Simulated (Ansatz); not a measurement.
# SnO (tin(ii) oxide): levels of theory compared

Wanted: a comparison of 5 runs (UHF/STO-3G, BHLYP/STO-3G, UB3LYP/STO-3G, revPBE/STO-3G, MP2/STO-3G) of SnO (tin(ii) oxide). 

The calculation is run with Ansatz 0.2.0.

55 further runs of the same task are left out: 20 that didn't finish, 35 set aside as unsound or not needed.

### 1 The structure to begin with

The species is SnO (2 atoms), meant as a singlet with charge 0. SMILES: `[O]=[Sn]`. The Sn2–O1 distance was set to 4.509 Å, away from the relaxed value.

### 2 A single-point energy at UHF/STO-3G (run 1)

in.yaml

```yaml
basis:
  gaussian:
    orbitals: STO-3G
crystal:
  periodic: [false, false, false]
  atoms:
    - {symbol: O, position_ang: [0.000000, 0.000000, -2.705320]}
    - {symbol: Sn, position_ang: [0.000000, 0.000000, 1.803580]}
magnetization:
  spin_polarized: true
hamiltonian:
  xc: hf
accuracy: high
```

Command:

```bash
$ ansatz run in.yaml --threads 1 --pin off --max-ram 2610MiB --events-out events.jsonl --progress --plain --runs-dir runs
```

What it wrote:

```text
Warning: RAYON_NUM_THREADS=1 ignored (pool sized by the plan → 1); use --threads N
Functional definition: HF
  name "HF"
  exchange = exact_x
  correlation = 0
522 factors; integrals over basis functions are off by at most 6.8e-9 eV
mean field evaluation 1: about -164232.4412 eV, gradient 3.7e0 eV
mean field evaluation 2: about -164232.4531 eV, gradient 3.7e0 eV
mean field evaluation 4: about -164232.3050 eV, gradient 4.6e0 eV
mean field evaluation 8: about -164268.0346 eV, gradient 8.8e0 eV
mean field evaluation 16: about -164270.0255 eV, gradient 2.7e0 eV
mean field evaluation 32: about -164273.4703 eV, gradient 1.5e-2 eV
mean field evaluation 64: about -164273.4702 eV, gradient 1.5e-2 eV
mean field evaluation 96: about -164275.4236 eV, gradient 3.9e-3 eV
mean field evaluation 128: about -164275.4154 eV, gradient 5.9e-1 eV
mean field evaluation 160: about -164275.4214 eV, gradient 6.1e-3 eV
mean field evaluation 192: about -164232.1360 eV, gradient 5.5e0 eV
mean field -164275.42538473 eV, -6037.0105330063 hartree, gradient 6.1e-9 eV, S^2 2.000008; 8 other end points of the search recorded, 0 dependent functions left out
reference -164275.42538473 eV, -6037.0105330063 hartree; 29, 29 occupied and 3, 3 virtual orbitals, 522 factors
Total energy: -164275.42538473 eV, -6037.0105330063 hartree
```

Wall time 5.4 s (1 thread of Arm Neoverse V2, shared host); peak memory 0.13 GiB.

### 3 A single-point energy at BHLYP/STO-3G (run 2)

input.yaml

```yaml
crystal:
  periodic: [false, false, false]
  atoms:
    - {symbol: O, position_ang: [0.000000, 0.000000, -2.705320]}
    - {symbol: Sn, position_ang: [0.000000, 0.000000, 1.803580]}
basis:
  gaussian:
    orbitals: STO-3G
magnetization:
  spin_polarized: false
hamiltonian:
  xc: {name: BHLYP}
accuracy: high
```

Command:

```bash
$ ansatz run input.yaml --threads 1 --pin off --max-ram 2610MiB --events-out events.jsonl --progress --plain --runs-dir runs
```

What it wrote:

```text
Warning: RAYON_NUM_THREADS=1 ignored (pool sized by the plan → 1); use --threads N
Functional definition: BHLYP
  name "BHLYP"
  parameter a = 0.5
  exchange = (1 - a)*b88_x + a*exact_x
  correlation = lyp_c
522 factors; integrals over basis functions are off by at most 6.8e-9 eV
mean field evaluation 1: about -164298.9266 eV, gradient 5.6e0 eV
mean field evaluation 2: about -164133.7150 eV, gradient 6.4e0 eV
mean field evaluation 4: about -164133.9285 eV, gradient 1.0e1 eV
mean field evaluation 8: about -164334.6558 eV, gradient 1.1e1 eV
mean field evaluation 16: about -164335.9966 eV, gradient 6.6e-9 eV
mean field evaluation 32: about -164335.9965 eV, gradient 4.2e-3 eV
mean field -164335.99664117 eV, -6039.2364856238 hartree, gradient 2.2e-9 eV, S^2 0.000000; 2 other end points of the search recorded, 0 dependent functions left out
reference -164335.99665964 eV, -6039.2364863025 hartree; 29, 29 occupied and 3, 3 virtual orbitals, 522 factors
Total energy: -164335.99665964 eV, -6039.2364863025 hartree
```

Wall time 3.6 s (1 thread of Arm Neoverse V2, shared host); peak memory 0.1 GiB.

### 4 A single-point energy at UB3LYP/STO-3G (run 3)

input.yaml: that of step 3 with these lines changed.

```diff
@@ -9,5 +9,5 @@
 magnetization:
-  spin_polarized: false
+  spin_polarized: true
 hamiltonian:
-  xc: {name: BHLYP}
+  xc: {name: B3LYP}
 accuracy: high
```

Command:

```bash
$ ansatz run input.yaml --threads 1 --pin off --max-ram 2610MiB --events-out events.jsonl --progress --plain --runs-dir runs
```

What it wrote, shortened:

```text
Warning: RAYON_NUM_THREADS=1 ignored (pool sized by the plan → 1); use --threads N
Functional definition: B3LYP
  name "B3LYP"
[...]
522 factors; integrals over basis functions are off by at most 6.8e-9 eV
[...]
mean field -164335.38020334 eV, -6039.2138319513 hartree, gradient 1.8e-9 eV, S^2 1.999976; 22 other end points of the search recorded, 0 dependent functions left out
reference -164335.38023075 eV, -6039.2138329584 hartree; 29, 29 occupied and 3, 3 virtual orbitals, 522 factors
Total energy: -164335.38023075 eV, -6039.2138329584 hartree
```

Run time: 78 s. Hardware: 1 thread of Arm Neoverse V2, shared host; peak memory 0.15 GiB.

Run 4 isn't shown in full; the table further down has it.

### 5 A single-point energy at MP2/STO-3G (run 5)

molecule.yaml

```yaml
crystal:
  periodic: [false, false, false]
  atoms:
    - {symbol: O, position_ang: [0.000000, 0.000000, -2.705320]}
    - {symbol: Sn, position_ang: [0.000000, 0.000000, 1.803580]}
basis:
  gaussian:
    orbitals: STO-3G
accuracy: high
correlation:
  method: mp2
  frozen_orbitals: {O: 1, Sn: 18}
total_charge: 0
```

Command:

```bash
$ ansatz run molecule.yaml --threads 1 --pin off --max-ram 2610MiB --events-out events.jsonl --progress --plain --runs-dir runs
```

What it wrote, shortened:

```text
Warning: RAYON_NUM_THREADS=1 ignored (pool sized by the plan → 1); use --threads N
[... 2 set-up lines as earlier in the session ...]
[...]
522 factors; integrals over basis functions are off by at most 6.8e-9 eV
[...]
mean field -164269.58984498 eV, -6036.7960808759 hartree, gradient 3.0e-10 eV, S^2 0.000000; 23 other end points of the search recorded, 0 dependent functions left out; unrestricted orbitals would lower it
[...]
unrestricted determinant -164273.47306384 eV, -6036.9387865370 hartree, S^2 2.0000
19 core orbitals not correlated: weight in the atoms' cores, before any rotation towards them, 1.000 or more for the frozen orbitals, at most 0.000 for the correlated occupied ones
reference -164269.58984498 eV, -6036.7960808759 hartree; 10, 10 occupied and 3, 3 virtual orbitals, 522 factors
second order -0.85292410 eV of doubles, -0.00000000 eV of singles
WARN: the method's energy lies above the unrestricted determinant's, so it is not that of the lowest state
Total energy: -164270.44276908 eV, -6036.8274252585 hartree
```

Run time: 9.3 s. Hardware: 1 thread of Arm Neoverse V2, shared host; peak memory 0.12 GiB.

### 6 Overview of the runs

```
run          level  frozen core orbitals   energy (Eh)  wall time
  1     UHF/STO-3G                     –  -6037.010533      5.4 s
  2   BHLYP/STO-3G                     –  -6039.236486      3.6 s
  3  UB3LYP/STO-3G                     –  -6039.213833       78 s
  4  revPBE/STO-3G                     –  -6038.761518       10 s
  5     MP2/STO-3G                    19  -6036.827425      9.3 s
```

### 7 Results

```
                                           quantity           value
                                run 5: total energy  -6036.82743 Eh
run 5: correlation energy (19 core orbitals frozen)       -31.3 mEh
```

**Reading.** Totals of different functionals can't be ranked against each other. In run 5 the log says that unrestricted orbitals would lower the reference, so the values rest on an unstable closed-shell determinant (other closed-shell runs at this shape may share the fault). In runs 1, 2, 3, 4, 5 the basis is minimal, so the values are rough. In runs 2, 4, 5 a closed-shell determinant meets a far-stretched bond, which it describes badly. In runs 1, 2, 3, 4, 5 relativity is left out where basis or elements ask for it. Spin contamination of the reference: run 1 ⟨S²⟩ = 2.00, run 3 ⟨S²⟩ = 2.00. Where it is this large, the reference is a mixture of spin states, and values that rest on it are in doubt. All runs together took 1.8 min, the longest 78 s.
